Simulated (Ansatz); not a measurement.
# BeH2: the cost of one run

Program: Ansatz 0.2.0. Level of theory: DFT r2SCAN, scalar-relativistic, plane waves, PAW. These are calculated values, not measurements.

1 further run of the same task is left out (set aside as unsound or not needed).

## Step 1: The system as given

It takes space group I-42d (No. 122, tetragonal). Conventional cell: a = 4.039 Å, b = 4.039 Å, c = 6.071 Å, α = 90.00°, β = 90.00°, γ = 90.00°. Be (site symmetry -4) has 4 H at 1.43 Å as nearest neighbours. H (site symmetry 2) is surrounded by 2 Be at 1.43 Å.

Structure file:

```cif
data_structure
_symmetry_space_group_name_H-M 'P 1'
_symmetry_Int_Tables_number 1
_cell_length_a 4.1680
_cell_length_b 4.1680
_cell_length_c 4.1680
_cell_angle_alpha 122.034
_cell_angle_beta 122.034
_cell_angle_gamma 86.511
_cell_volume 49.52
loop_
_atom_site_label
_atom_site_type_symbol
_atom_site_fract_x
_atom_site_fract_y
_atom_site_fract_z
_atom_site_occupancy
Be1 Be 0.00000 0.00000 0.00000 1
Be2 Be 0.75000 0.25000 0.50000 1
H1 H 0.70881 0.12500 0.08381 1
H2 H 0.37500 0.29119 0.41619 1
H3 H 0.04119 0.62500 0.91619 1
H4 H 0.87500 0.95881 0.58381 1
```

It is the end of an earlier relaxation with the same method, from a generated guess; it is a trial structure. At a tolerance of 0.02 Å it has space group I-42d (No. 122); it has 8.25 Å³/atom, an uncorrected energy of -0.05 eV/atom over the elements and, on its mesh, gap 4.75 eV.

## Step 2: Level of theory: r2SCAN

input.yaml reads:

```yaml
crystal:
  lattice:
    - [-2.0195860877, 2.0195860877, 3.0355495803]
    - [2.0195860877, -2.0195860877, 3.0355495803]
    - [2.0195860877, 2.0195860877, -3.0355495803]
  atoms:
    - { symbol: Be, position: [0.0, 0.0, 0.0] }
    - { symbol: Be, position: [0.75, 0.25, 0.5] }
    - { symbol: H, position: [0.7088135335, 0.125, 0.0838135335] }
    - { symbol: H, position: [0.375, 0.2911864665, 0.4161864665] }
    - { symbol: H, position: [0.0411864665, 0.625, 0.9161864665] }
    - { symbol: H, position: [0.875, 0.9588135335, 0.5838135335] }
basis:
  ecutwfc: 500
kpoints:
  mp_grid: { grid: [8, 8, 8] }
  band_path:
    path:
      - [[0.0, 0.0, 0.0], [0.0, 0.0, 0.5], [0.25, 0.25, 0.25], [0.0, 0.5, 0.0], [0.0, 0.0, 0.0], [0.5, 0.5, -0.5], [0.36065985, 0.63934015, -0.36065985]]
      - [[-0.36065985, 0.36065985, 0.36065985], [0.0, 0.0, 0.0]]
      - [[0.0, 0.0, 0.5], [-0.22131971, 0.22131971, 0.5]]
      - [[0.5, 0.5, -0.22131971], [0.5, 0.5, -0.5]]
    npoints: 14
hamiltonian:
  xc: r2scan
scf:
  occupations: { method: gaussian, width: 0.02 }
  n_extra_bands: 15
output:
  forces: true
  stress: true
  eigenvalues: true
  populations: true
  dos: { projected: true, de: 0.02, nscf_kmesh: { grid: [12, 12, 12] } }
  bader: true
```

Launch:

```console
> ansatz run input.yaml --threads 1 --pin off --max-ram 2560MiB --backend cpu --events-out ev --progress --plain --runs-dir out
```

**Question.** How long does this run take on 1 thread of Arm Neoverse V1, shared host, and how much memory does it need?

About 88 s, with a peak of 0.47 GiB.
